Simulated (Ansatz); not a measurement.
Relaxation of a periodic cell of 21 atoms, Ba4Ti4O12F (host BaTiO3, host structure Pm-3m, interstitial F), cell charge -1, to a largest force component of 0.03 eV/Å in at most 60 steps.

Computed with DFT PBE-D3(BJ), scalar-relativistic, plane waves, PAW (Ansatz 0.2.0). Settings: cutoff 420 eV, k mesh 2x2x2, gaussian smearing 0.05 eV, no spin polarisation.

```xyz
21
Lattice="-4.0077 4.0077 4.0077 4.0077 -4.0077 4.0077 4.0077 4.0077 -4.0077" Properties=species:S:1:pos:R:3
Ba 2.004 2.004 2.004
Ti 0.000 0.000 0.000
O 2.004 0.000 0.000
O 0.000 2.004 0.000
O 0.000 0.000 2.004
Ba 2.004 2.004 -2.004
Ti 0.000 0.000 4.008
O 2.004 0.000 4.008
O 0.000 2.004 4.008
O 0.000 0.000 6.012
Ba 2.004 -2.004 2.004
Ti 0.000 4.008 0.000
O 2.004 4.008 0.000
O 0.000 6.012 0.000
O 0.000 4.008 2.004
Ba -2.004 2.004 2.004
Ti 4.008 0.000 0.000
O 6.012 0.000 0.000
O 4.008 2.004 0.000
O 4.008 0.000 2.004
F -0.090 1.996 2.056
```

**Question.** Where does it end, and by what steps?

**Answer.** It converged. Limits of this set-up: coarse k mesh, a small cell, in which the defect meets its images, charged cell in a uniform background, uncorrected. After 13 steps the energy has fallen by 4.633 eV; O9 moved furthest, 0.85 Å. Parted: Ba1–O9 (2.83 → 3.80 Å).

```json
{"step": "0", "energy less start (eV)": "0.0000", "largest force component (eV/Å)": "7.497", "accepted": "yes"}
{"step": "1", "energy less start (eV)": "-2.6750", "largest force component (eV/Å)": "1.698", "accepted": "yes"}
{"step": "2", "energy less start (eV)": "-3.3613", "largest force component (eV/Å)": "0.599", "accepted": "yes"}
{"step": "3", "energy less start (eV)": "-3.4134", "largest force component (eV/Å)": "0.644", "accepted": "yes"}
{"step": "4", "energy less start (eV)": "-3.4762", "largest force component (eV/Å)": "0.269", "accepted": "yes"}
{"step": "5", "energy less start (eV)": "-3.5561", "largest force component (eV/Å)": "0.407", "accepted": "yes"}
{"step": "6", "energy less start (eV)": "-3.7826", "largest force component (eV/Å)": "1.017", "accepted": "yes"}
{"step": "7", "energy less start (eV)": "-3.9780", "largest force component (eV/Å)": "1.312", "accepted": "yes"}
{"step": "8", "energy less start (eV)": "-4.3439", "largest force component (eV/Å)": "0.406", "accepted": "yes"}
{"step": "9", "energy less start (eV)": "-4.3947", "largest force component (eV/Å)": "1.318", "accepted": "yes"}
{"step": "10", "energy less start (eV)": "-4.5055", "largest force component (eV/Å)": "0.509", "accepted": "yes"}
{"step": "11", "energy less start (eV)": "-4.6199", "largest force component (eV/Å)": "0.182", "accepted": "yes"}
{"step": "12", "energy less start (eV)": "-4.6322", "largest force component (eV/Å)": "0.053", "accepted": "yes"}
{"step": "13", "energy less start (eV)": "-4.6330", "largest force component (eV/Å)": "0.012", "accepted": "yes"}
```

```xyz
21
Lattice="-4.0077 4.0077 4.0077 4.0077 -4.0077 4.0077 4.0077 4.0077 -4.0077" Properties=species:S:1:pos:R:3
Ba 2.184 2.028 1.747
Ti -0.081 0.031 -0.005
O 2.062 -0.147 -0.117
O -0.006 1.930 -0.080
O 0.013 -0.168 1.823
Ba 2.103 2.068 -1.916
Ti -0.025 0.399 4.084
O 1.956 0.098 3.930
O -0.001 2.065 4.854
O 0.024 -0.141 5.913
Ba 1.864 -1.963 2.051
Ti -0.098 4.136 -0.097
O 2.128 4.106 -0.073
O 0.015 5.981 -0.095
O 0.013 4.125 1.871
Ba -2.214 2.000 1.792
Ti 3.947 -0.134 -0.183
O 6.032 -0.152 -0.118
O 4.027 1.733 -0.061
O 4.020 0.096 2.068
F 0.000 1.959 2.722
```

Run time: 45 s on 2 threads of Intel(R) Xeon(R) 6975P-C (Granite Rapids), on a shared host, peak memory 0.8 GiB.
